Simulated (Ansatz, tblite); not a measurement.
# (OH)3Si-NH-SiH3 (H7NO3Si2): rung by rung

The task here is to estimate one member of a computed series from the others.

Program: Ansatz 0.2.0, Gaussian basis. Level of theory: as each input shows. These are calculated values, not measurements.

Plan: GFN1-xTB, GFN2-xTB, PBE-D4/def2-TZVP, r2SCAN-D4/def2-TZVP, LC-ωPBE/def2-TZVP, BLYP-D4/def2-TZVP, revPBE-D4/def2-TZVP, LC-ωPBE(0.10)/def2-SVP, LC-ωPBE(0.15)/def2-SVP, LC-ωPBE(0.20)/def2-SVP, LC-ωPBE(0.30)/def2-SVP, PBE-D4/def2-SVP, PBE0-D4/def2-SVP, HF/STO-3G, HF/6-31G, B3LYP-D4/6-31G, PBE0-D4/def2-TZVPD, PBE-D4/def2-TZVPD, LC-ωPBE/def2-TZVPD, CCSD(T)/def2-TZVP, RPA/def2-TZVP.

2 further runs of the same task are left out: 2 set aside as unsound or not needed.

### The relaxed structure

The geometry is that of the singlet, from an earlier relaxation (PBE0-D4/def2-SVP).

13 atoms, charge 0, spin multiplicity 1.

Bond lengths: Si1–O2 1.659 Å, Si1–O3 1.652 Å, Si1–O4 1.649 Å, Si1–N5 1.718 Å, O2–H7 0.962 Å, O3–H8 0.962 Å, O4–H9 0.962 Å, N5–Si6 1.741 Å, N5–H10 1.015 Å, Si6–H11 1.499 Å, Si6–H12 1.493 Å, Si6–H13 1.495 Å. Angles: O2–Si1–O3 105.0°, O2–Si1–O4 116.3°, O2–Si1–N5 106.4°, O3–Si1–O4 105.8°, O3–Si1–N5 117.4°, O4–Si1–N5 106.4°, Si1–O2–H7 116.7°, Si1–O3–H8 115.9°, Si1–O4–H9 114.7°, Si1–N5–Si6 126.4°, Si1–N5–H10 116.8°, Si6–N5–H10 116.7°, N5–Si6–H11 112.3°, N5–Si6–H12 107.7°, N5–Si6–H13 112.2°, H11–Si6–H12 108.4°, H11–Si6–H13 106.9°, H12–Si6–H13 109.2°.

PBE0-D4/def2-TZVP was run before; its log isn't repeated, and its numbers join the tables.

The first run:

Tight binding, by tblite at 300 K electronic temperature and without a spin-polarisation term:

```python
tblite.interface.Calculator('GFN1-xTB', numbers, positions, charge=0, uhf=0).singlepoint()
```

Tight binding, by tblite at 300 K electronic temperature and without a spin-polarisation term:

```python
tblite.interface.Calculator('GFN2-xTB', numbers, positions, charge=0, uhf=0).singlepoint()
```

start.molden holds the orbitals of an earlier run on this state, given as this run's starting guess.

in.yaml reads:

```yaml
crystal:
  periodic: [false, false, false]
  atoms:
    - {symbol: Si, position_ang: [0.172453, -0.799857, -0.652234]}
    - {symbol: O, position_ang: [-0.804037, -1.486152, 0.499663]}
    - {symbol: O, position_ang: [-0.688342, -0.903994, -2.058324]}
    - {symbol: O, position_ang: [1.604355, -1.563057, -0.943454]}
    - {symbol: N, position_ang: [0.566370, 0.770875, -0.079996]}
    - {symbol: Si, position_ang: [-0.247298, 1.643644, 1.188409]}
    - {symbol: H, position_ang: [-0.445137, -1.547468, 1.390035]}
    - {symbol: H, position_ang: [-1.643101, -0.828615, -1.972926]}
    - {symbol: H, position_ang: [1.558085, -2.267093, -1.597534]}
    - {symbol: H, position_ang: [1.374404, 1.221543, -0.498256]}
    - {symbol: H, position_ang: [-0.149801, 0.947394, 2.512268]}
    - {symbol: H, position_ang: [0.404592, 2.981391, 1.310466]}
    - {symbol: H, position_ang: [-1.702563, 1.831399, 0.901871]}
basis:
  gaussian: {orbitals: def2-TZVP, initial_orbitals: start.molden}
hamiltonian: {xc: pbe, dispersion: d4}
scf: {omitted_lower_state_checks: [starts]}
output: {orbitals: {seedname: orbitals}}
```

Run with:

```console
> ansatz run in.yaml --threads 2 --pin off --events-out ev --progress --plain --max-ram 20480MiB --backend cpu
```

Steps of the session up to this table: PBE-D4/def2-TZVP; r2SCAN-D4/def2-TZVP; LC-ωPBE/def2-TZVP; BLYP-D4/def2-TZVP; revPBE-D4/def2-TZVP; LC-ωPBE(0.10)/def2-SVP; LC-ωPBE(0.15)/def2-SVP; LC-ωPBE(0.20)/def2-SVP; LC-ωPBE(0.30)/def2-SVP; PBE-D4/def2-SVP; PBE0-D4/def2-SVP; HF/STO-3G; HF/6-31G; B3LYP-D4/6-31G; PBE0-D4/def2-TZVPD; PBE-D4/def2-TZVPD; LC-ωPBE/def2-TZVPD; CCSD(T)/def2-TZVP; RPA/def2-TZVP.

One table of the session follows, with a row left open; its other results are not shown here.

It belongs to the step «Binding energy». 

| method | binding an atom (eV) |
| --- | --- |
| HF/STO-3G | 2.755 |
| HF/6-31G | 2.173 |
| HF/def2-TZVP | 2.753 |
| PBE-D4/def2-SVP | 3.887 |
| PBE-D4/def2-TZVP | 3.932 |
| PBE-D4/def2-TZVPD | 3.935 |
| revPBE-D4/def2-TZVP | 3.832 |
| BLYP-D4/def2-TZVP | ? |
| r2SCAN-D4/def2-TZVP | 3.899 |
| B3LYP-D4/6-31G | 3.397 |
| PBE0-D4/def2-SVP | 3.800 |
| PBE0-D4/def2-TZVP | 3.852 |
| PBE0-D4/def2-TZVPD | 3.856 |
| LC-ωPBE/def2-TZVP | 3.871 |
| LC-ωPBE/def2-TZVPD | 3.875 |
| MP2/def2-TZVP | 3.842 |
| CCSD/def2-TZVP | 3.704 |
| CCSD(T)/def2-TZVP | 3.759 |

**Question.** Estimate the row for BLYP-D4/def2-TZVP.

**Answer.** binding an atom (eV): 3.897. In the column «binding an atom (eV)» it lies between PBE-D4/def2-SVP (3.887) and r2SCAN-D4/def2-TZVP (3.899).

Limits of these values: Free atoms were run apart at each level; binding is atoms less cluster, divided by the number of atoms, without zero-point or spin-orbit terms.
